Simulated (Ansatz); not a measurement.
# Ba2Sr2Re5: the cost of one run

Method: DFT PBE, scalar-relativistic, plane waves, PAW, in Ansatz 0.2.0.

### Step 1. The starting structure

The structure is trigonal, space group P-3m1 (No. 164). The conventional cell has a = 6.095 Å, b = 6.095 Å, c = 6.599 Å, α = 90.00°, β = 90.00°, γ = 120.00°. Around Ba (site symmetry 3m) lie 3 Re at 2.85 Å and 2 Sr at 3.25 to 3.35 Å. Sr (site symmetry 3m) is surrounded by 3 Re at 2.03 Å. Around Re (site symmetry 2/m) lie 2 Sr at 2.03 Å. Re (site symmetry 3m) has 8 Re at 3.11 to 3.49 Å and 3 Sr at 3.56 Å in its first shell of neighbours.

As a file:

```cif
data_structure
_symmetry_space_group_name_H-M 'P 1'
_symmetry_Int_Tables_number 1
_cell_length_a 6.0949
_cell_length_b 6.0949
_cell_length_c 6.5986
_cell_angle_alpha 90.000
_cell_angle_beta 90.000
_cell_angle_gamma 120.000
_cell_volume 212.29
loop_
_atom_site_label
_atom_site_type_symbol
_atom_site_fract_x
_atom_site_fract_y
_atom_site_fract_z
_atom_site_occupancy
Ba1 Ba 0.33333 0.66667 0.66117 1
Ba2 Ba 0.66667 0.33333 0.33883 1
Sr1 Sr 0.33333 0.66667 0.15359 1
Sr2 Sr 0.66667 0.33333 0.84641 1
Re1 Re 0.50000 0.00000 0.00000 1
Re2 Re 0.00000 0.50000 0.00000 1
Re3 Re 0.50000 0.50000 0.00000 1
Re4 Re 0.00000 0.00000 0.23592 1
Re5 Re 0.00000 0.00000 0.76408 1
```

The cell is invented: random cell by space group and Wyckoff sites (P-3m1, No. 164). The dimensions are guesses.

### Step 2. A first look at the guess

input.yaml reads:

```yaml
crystal:
  lattice:
    - [6.09491084, 0.0, 0.0]
    - [-3.04745542, 5.27834763, 0.0]
    - [0.0, 0.0, 6.59864824]
  atoms:
    - { symbol: Ba, position: [0.33333333, 0.66666667, 0.66116884] }
    - { symbol: Ba, position: [0.66666667, 0.33333333, 0.33883116] }
    - { symbol: Sr, position: [0.33333333, 0.66666667, 0.15359235] }
    - { symbol: Sr, position: [0.66666667, 0.33333333, 0.84640765] }
    - { symbol: Re, position: [0.5, 0.0, 0.0] }
    - { symbol: Re, position: [0.0, 0.5, 0.0] }
    - { symbol: Re, position: [0.5, 0.5, 0.0] }
    - { symbol: Re, position: [0.0, 0.0, 0.2359224] }
    - { symbol: Re, position: [0.0, 0.0, 0.7640776] }
basis:
  ecutwfc: 420
kpoints:
  mp_grid: { grid: [3, 3, 4] }
hamiltonian:
  xc: pbe
scf:
  occupations: { method: gaussian, width: 0.1 }
  lower_state_search: "off"
output:
  forces: true
  stress: true
  eigenvalues: true
```

Launch:

```console
$ ansatz run input.yaml --threads 1 --pin off --max-ram 2560MiB --backend cpu --events-out ev --progress --plain --runs-dir out
```

**Question.** How long does this run take on 1 thread of INTEL XEON PLATINUM 8581C at 2.10GHz (Emerald Rapids), shared host, and how much memory does it need?

About 6.1 s, with a peak of 0.58 GiB.
